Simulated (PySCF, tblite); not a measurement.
**C6H10FPSi: geometry, infrared bands and NMR shifts**

What infrared bands and NMR shifts should C6H10FPSi (`C#C[C@@H]1CCC[Si@@]1(F)P`) show?

Computed with tblite 0.8.0 and PySCF 2.14.0, with density-fitted response routines of our own, on a single molecule in the gas phase. Atoms count from 0, in the outputs and in this text.

### 1 The molecule as given

19 atoms, charge 0, multiplicity 1; geometry from: force field or distance geometry start.

Bonds of the start (Å): C0–C1 1.20, C1–C2 1.48, C2–C3 1.56, C3–C4 1.55, C4–C5 1.53, C5–Si6 1.90, Si6–F7 1.61, Si6–P8 2.20, Si6–C2 1.91, C0–H9 1.06, C2–H10 1.10, C3–H11 1.09, C3–H12 1.11, C4–H13 1.10, C4–H14 1.10, C5–H15 1.11, C5–H16 1.09, P8–H17 1.41, P8–H18 1.41.

### 2 Optimising the geometry with GFN2-xTB

Job settings and geometry (Å):

```
{"job": {"kind": "relax", "xc": "GFN2-xTB", "basis": "xTB"}, "charge": 0, "multiplicity": 1}
C      0.960300     3.014300    -1.320700
C      0.577700     1.897300    -1.124500
C      0.135400     0.511800    -0.873900
C     -1.412500     0.454100    -0.683800
C     -1.746000    -0.904200    -0.004700
C     -0.835600    -1.072500     1.216200
Si     0.831800    -0.307600     0.704600
F      1.289000     0.773300     1.800200
P      2.387500    -1.806000     0.300500
H      1.275200     4.014700    -1.493400
H      0.394400    -0.120200    -1.731900
H     -1.936700     0.546000    -1.632500
H     -1.768200     1.266500    -0.021300
H     -1.560900    -1.716300    -0.730500
H     -2.802700    -0.942600     0.280800
H     -1.238600    -0.506800     2.078000
H     -0.744800    -2.119800     1.511600
H      2.738200    -2.075600     1.641200
H      3.446900    -0.897500     0.076900
```

Run with:

```console
$ OMP_NUM_THREADS=1 python probes_run.py task.json out
```

One launch serves the whole session: the jobs run in the order shown.

**Question.** This job is followed by: GFN2-xTB harmonic vibrations, gas phase; GIAO PBE0/pcSseg-1 NMR shielding, non-relativistic, gas phase. What will the session give for the following? strongest single infrared mode (GFN2-xTB); zero-point energy (GFN2-xTB); ¹³C shifts against TMS (PBE0/pcSseg-1); ¹H shifts against TMS (PBE0/pcSseg-1, means over atoms taken as alike); ²⁹Si shifts against TMS (PBE0/pcSseg-1); ¹⁹F shifts against CFCl3 (PBE0/pcSseg-1); ³¹P shifts against H3PO4 (PBE0/pcSseg-1); surface potential, 1st and 99th percentile.

As calculated:

| quantity | value |
| --- | --- |
| strongest single infrared mode (GFN2-xTB) | 806 cm⁻¹, 153 km/mol |
| zero-point energy (GFN2-xTB) | 88.1 kcal/mol |
| ¹³C shifts against TMS (PBE0/pcSseg-1) | 87.2, 75.5, 39.8, 27.7, 22.5, 20.3 ppm |
| ¹H shifts against TMS (PBE0/pcSseg-1, means over atoms taken as alike) | 2.44, 2.02, 1.69, 1.64, 1.56, 1.49, 1.13, 1.03, 0.99 ppm |
| ²⁹Si shifts against TMS (PBE0/pcSseg-1) | 59.4 ppm |
| ¹⁹F shifts against CFCl3 (PBE0/pcSseg-1) | -164.7 ppm |
| ³¹P shifts against H3PO4 (PBE0/pcSseg-1) | -289.6 ppm |
| surface potential, 1st and 99th percentile | -1.27 V and 1.19 V |

The optimisation took 55 steps and gained 0.134 eV; among the close pairs (by a distance rule), Si6–P8 changed most, from 2.197 to 2.244 Å. No mode is imaginary among the 51: a minimum at this level. The strongest single mode, at 806 cm⁻¹, is spread over several atoms, Si6, C5, H16, F7 among them. GFN2-xTB is a fitted tight-binding method: band positions and strengths are rough. Its intensities can rank the bands wrongly. At PBE0/pcSseg-1: Shielding is most anisotropic at C1 (span 299 ppm, paramagnetic term -156 ppm).
